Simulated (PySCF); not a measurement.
# MnH₃⁻: relaxation and vibrations of the quartet

Aim: relax MnH₃⁻ as a quartet from a T-shaped start, check by its vibrations whether the end is a minimum, and collect its spectrum and constants.

Computed with PySCF 2.14.0. Level: PBE0, basis Mn def2-TZVPD, H def2-TZVPD, no relativity, density fitting.

### Step 1. The system as given

4 atoms, charge -1, spin multiplicity 4.

Bond lengths: Mn1–H2 1.510 Å, Mn1–H3 1.510 Å, Mn1–H4 1.510 Å. Angles: H2–Mn1–H3 88.0°, H2–Mn1–H4 88.0°, H3–Mn1–H4 176.0°.

```xyz
4
charge -1 multiplicity 4
Mn    0.0000    0.0000   -0.0281
H     0.0000    0.0000    1.4819
H     1.5091    0.0000    0.0246
H    -1.5091    0.0000    0.0246
```

### Step 2. Relaxing the quartet from the T-shaped start

The steps below are one call of a driver around PySCF. For each, scf.py gives the equivalent set-up of the SCF; relaxations use the driver's own optimiser. Before each start the driver seeks the lowest SCF state from one or more starting densities and follows internal instabilities, so scf.py alone need not reach the same state.

The program finds C2v symmetry in the start, which this walk keeps. Threshold on the gradient: 0.0003 Eh/bohr, with a further test on the energy change.

Input file scf.py:

```python
from pyscf import gto, scf, dft
mol = gto.M(atom='''
Mn     0.000000     0.000000    -0.028088
H      0.000000     0.000000     1.481912
H      1.509100    -0.000000     0.024612
H     -1.509100     0.000000     0.024612''',
    basis={'Mn': 'def2-TZVPD', 'H': 'def2-TZVPD'},
    charge=-1, spin=3)
mf = dft.UKS(mol, xc='PBE0')
mf.grids.atom_grid = (50, 194)
aux = {'Mn': 'def2-universal-JKFIT', 'H': 'def2-universal-JKFIT'}
mf = mf.density_fit(auxbasis=aux)
mf.kernel()
```

The runs that follow: Frequencies.

Q: Predict the outcome of this session. Wanted: minimum; geometry; wavenumbers; dipole moment; highest occupied, lowest empty level; polar-tensor charge of Mn1; zero-point energy; ⟨S²⟩.

As calculated:

| quantity | value |
| --- | --- |
| minimum | broken-symmetry (Ms = 3/2), C2v |
| geometry | Mn–H 1.659 Å, Mn–H 1.670 Å (×2); H–Mn–H 93.0° (×2), H–Mn–H 174.1° |
| wavenumbers (cm⁻¹) | 304 (b2), 391 (a1), 507 (b1), 1452 (b2), 1480 (a1), 1631 (a1) |
| dipole moment (centre of mass) | 0.55 D |
| highest occupied, lowest empty level (either spin) | 0.93, 2.60 eV |
| polar-tensor charge of Mn1 | -0.14 e |
| zero-point energy | 34.5 kJ/mol |
| entropy at 298.15 K | 246.8 J/(mol K) |
| ⟨S²⟩ | 4.655 |

What this shows: The molecule stays C2v, as typed, and the end point is a minimum. The determinant is spin-contaminated (⟨S²⟩ = 4.65 against 3.75), so it is no pure spin state. The strongest infrared band lies at 1452 cm⁻¹ (b2, stretch). Only this shape and spin were tried, so other structures or states may lie lower. The highest occupied level lies above zero: either self-interaction error lifts it or the extra electron is not bound, and the basis holds it in place. Open d and f shells are described by one determinant, and the ground state may have another occupation or spin.
